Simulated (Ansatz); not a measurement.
## Sn3Se under changes of volume

One of the cells (26.656 Å³/atom); the others are scaled copies at fixed shape and fractional positions:

```xyz
4
Lattice="4.7419 0.0000 0.0000 0.0000 4.7419 0.0000 0.0000 0.0000 4.7419" Properties=species:S:1:pos:R:3 pbc="T T T"
Sn    2.3709    2.3709    0.0000
Sn    2.3709    0.0000    2.3709
Sn    0.0000    2.3709    2.3709
Se    0.0000    0.0000    0.0000
```

The cell comes from a database or a generator and needn't be the stable form of this composition.

| Quantity | Value |
| --- | --- |
| Program | Ansatz 0.2.0 |
| Functional | PBEsol |
| Potentials or basis | Ansatz PAW |
| Cutoff | 420 eV (not typed: the program's choice for these potentials) |
| k mesh | 6 × 6 × 6 |
| Occupations | fermi-dirac, width 0.05 eV |
| Spin | no spin polarisation |

```tsv
volume (Å³/atom)	energy over the lowest point (meV/atom)	pressure (GPa)
25.056	0.00	0.4
25.590	0.39	-0.7
26.123	4.38	-1.7
26.656	11.66	-2.6
27.189	?	?
27.722	34.62	-4.2
28.255	49.70	-4.8
```

Q: What does the run at 27.189 Å³/atom give?

A: Energy over the lowest point 21.84 meV/atom; pressure -3.5 GPa.

Worked out: A Birch-Murnaghan fit of order 3 (a polynomial in V^(-2/3)) to the other rows has its minimum at 25.27 Å³/atom with B0 = V·E''(V) = 56 GPa and B' = 4.4. It gives 21.84 meV/atom at 27.189 Å³/atom, against the run's 21.84, and -dE/dV = -3.5 GPa, against -3.5.

Energies are extrapolated to zero smearing.

Caveats: the PAW data sets come from PBE, with cores solved anew for the run's functional, which leaves a small shift of forces and pressure.
